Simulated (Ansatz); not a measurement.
# CH₇BFNSi: a ladder of functionals and wavefunction methods

One table from this session's results is given with a row withheld; the runs are named, their logs left out.

Computed with Ansatz 0.2.0, Gaussian basis. Level: functionals in def2-TZVPP, the program's frozen cores in correlated methods.

Plan: PBE-D4, r2SCAN-D4, PBE0-D4, B3LYP-D4, ωB97X-V, ωB97M-V, B2PLYP; CCSD(T)/def2-TZVPP; MP2/def2-QZVPP; extrapolation to the limit.

## The relaxed structure

The geometry comes from an earlier relaxation with PBE0-D4 in a triple-zeta def2 set; it is a stationary point, not always the lowest conformer.

SMILES `NB([SiH3])CF`, 12 atoms, charge 0, spin multiplicity 1.

Atoms are counted from 1 here; the program's logs count them from 0.

Bond lengths: N1–B2 1.384 Å, N1–H6 1.005 Å, N1–H7 1.009 Å, B2–Si3 2.024 Å, B2–C4 1.577 Å, Si3–H8 1.491 Å, Si3–H9 1.492 Å, Si3–H10 1.491 Å, C4–F5 1.399 Å, C4–H11 1.097 Å, C4–H12 1.097 Å. Angles: B2–N1–H6 124.4°, B2–N1–H7 121.1°, H6–N1–H7 114.5°, N1–B2–Si3 120.8°, N1–B2–C4 117.7°, Si3–B2–C4 121.5°, B2–Si3–H8 111.6°, B2–Si3–H9 111.1°, B2–Si3–H10 111.6°, H8–Si3–H9 107.6°, H8–Si3–H10 107.0°, H9–Si3–H10 107.7°, B2–C4–F5 112.3°, B2–C4–H11 111.4°, B2–C4–H12 111.4°, F5–C4–H11 107.5°, F5–C4–H12 107.5°, H11–C4–H12 106.6°.

Coordinates:

```
N    -0.47286    1.56572    0.07281
B    -0.11180    0.23829   -0.07811
Si    0.90489   -0.72969    1.37947
C    -0.52009   -0.48442   -1.41863
F    -1.21501    0.36346   -2.28716
H    -0.26516    2.12268    0.88336
H    -0.97992    2.05317   -0.65110
H     0.14846   -1.91101    1.88561
H     1.16755    0.17042    2.54033
H     2.22082   -1.23256    0.89022
H     0.36041   -0.85698   -1.95696
H    -1.16028   -1.35440   -1.22585
```

Set-up of the first run:

in.yaml

```yaml
crystal:
  periodic: [false, false, false]
  atoms:
    - {symbol: N, position_ang: [-0.472864, 1.565721, 0.072808]}
    - {symbol: B, position_ang: [-0.111804, 0.238293, -0.078110]}
    - {symbol: Si, position_ang: [0.904893, -0.729689, 1.379471]}
    - {symbol: C, position_ang: [-0.520094, -0.484424, -1.418625]}
    - {symbol: F, position_ang: [-1.215006, 0.363464, -2.287158]}
    - {symbol: H, position_ang: [-0.265157, 2.122683, 0.883363]}
    - {symbol: H, position_ang: [-0.979922, 2.053171, -0.651103]}
    - {symbol: H, position_ang: [0.148455, -1.911014, 1.885611]}
    - {symbol: H, position_ang: [1.167548, 0.170424, 2.540328]}
    - {symbol: H, position_ang: [2.220819, -1.232555, 0.890224]}
    - {symbol: H, position_ang: [0.360412, -0.856978, -1.956960]}
    - {symbol: H, position_ang: [-1.160278, -1.354396, -1.225847]}
basis:
  gaussian: {orbitals: def2-TZVPP}
hamiltonian: {xc: pbe, dispersion: d4}
output: {forces: true, orbitals: {seedname: orbitals}}
```

The run is started by

```bash
> ansatz run in.yaml --threads 4 --pin off --events-out ev --progress --plain --max-ram 10444MiB
```

Among the steps run: PBE-D4 (GGA); r2SCAN-D4 (meta-GGA); PBE0-D4 (hybrid); B3LYP-D4 (hybrid); ωB97X-V (range-separated); ωB97M-V (range-separated); B2PLYP (double hybrid); CCSD(T) in def2-TZVPP; MP2 in def2-QZVPP.

One of the session's tables, all rows but one given; the rest of the session is left out.

It belongs to the step «Atomisation energies». 

| method | atomisation energy (kcal/mol) |
| --- | --- |
| PBE-D4 | 1037.4 |
| r2SCAN-D4 | 1021.5 |
| PBE0-D4 | 1020.4 |
| B3LYP-D4 | 1023.8 |
| ωB97X-V | 1025.2 |
| ωB97M-V | 1024.0 |
| B2PLYP | 1010.1 |
| HF/def2-TZVPP | 749.8 |
| MP2/def2-TZVPP | 1001.9 |
| CCSD/def2-TZVPP | 978.0 |
| CCSD(T)/def2-TZVPP | 991.2 |
| MP2/CBS | 1028.1 |
| CCSD(T)/CBS | ? |

Q: Estimate the row for CCSD(T)/CBS from the others.

The run gave: atomisation energy (kcal/mol): 1017.4. In the column «atomisation energy (kcal/mol)» it lies between B2PLYP (1010.1) and PBE0-D4 (1020.4).
